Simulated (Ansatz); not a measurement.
HfIn4SiO6:

```xyz
12
Lattice="3.2302 -5.5777 -0.0247 3.2302 5.5777 -0.0247 -1.4907 0.0000 6.3203" Properties=species:S:1:pos:R:3 pbc="T T T"
Hf    0.6440    0.0000    0.0526
In    4.1040   -1.7301    0.0202
In    4.1040    1.7301    0.0202
In    1.7482   -1.8121    3.0400
In    1.7482    1.8121    3.0400
Si    4.8557    0.0000    2.7718
O     4.0293   -1.3765    2.3731
O     4.0293    1.3765    2.3731
O    -0.2525    0.0000    1.8631
O     5.2892    0.0000    4.3477
O     1.7422   -1.5806    0.4557
O     1.7422    1.5806    0.4557
```

The cell was built by a generator and needn't be a form met in nature.

Base run:

- Program: Ansatz 0.2.0
- Functional: PBE
- Potentials or basis: PseudoDojo standard (PBE files)
- Cutoff: 1143 eV
- Density cutoff: 4572 eV
- k mesh: 5 × 5 × 4
- Occupations: fermi-dirac, width 0.05 eV
- Spin: no spin polarisation

Its results: band gap on the k mesh 0.64 eV, indirect (least direct gap 0.89 eV); pressure -0.4 GPa; largest force 0.155 eV/Å.

**Question.** The run is repeated on the same cell with these changes: functional from PBE to revPBE; potentials or basis from PseudoDojo standard (PBE files) to Ansatz PAW; cutoff from 1143 eV to 420 eV; density cutoff from 4572 eV to 1680 eV; valence electrons from 104 to 118. What comes out?

**Answer.** Band gap on the k mesh 0.68 eV, indirect (least direct gap 0.93 eV); pressure 1.9 GPa; largest force 0.096 eV/Å.

Caveats: spin-orbit coupling is left out, which moves the levels of the heavy elements; odd divisions of the mesh miss points on the zone boundary, where band edges often lie, so the gap on the mesh can be too wide (some runs); the potentials were made for another functional, which shifts forces and pressure (some runs); the k mesh misses the band edges, so the gap on the mesh is wider than the one along the path (some runs); the PAW data sets come from PBE, with cores solved anew for the run's functional, which leaves a small shift of forces and pressure (some runs).

Not every run made on this cell is shown here.
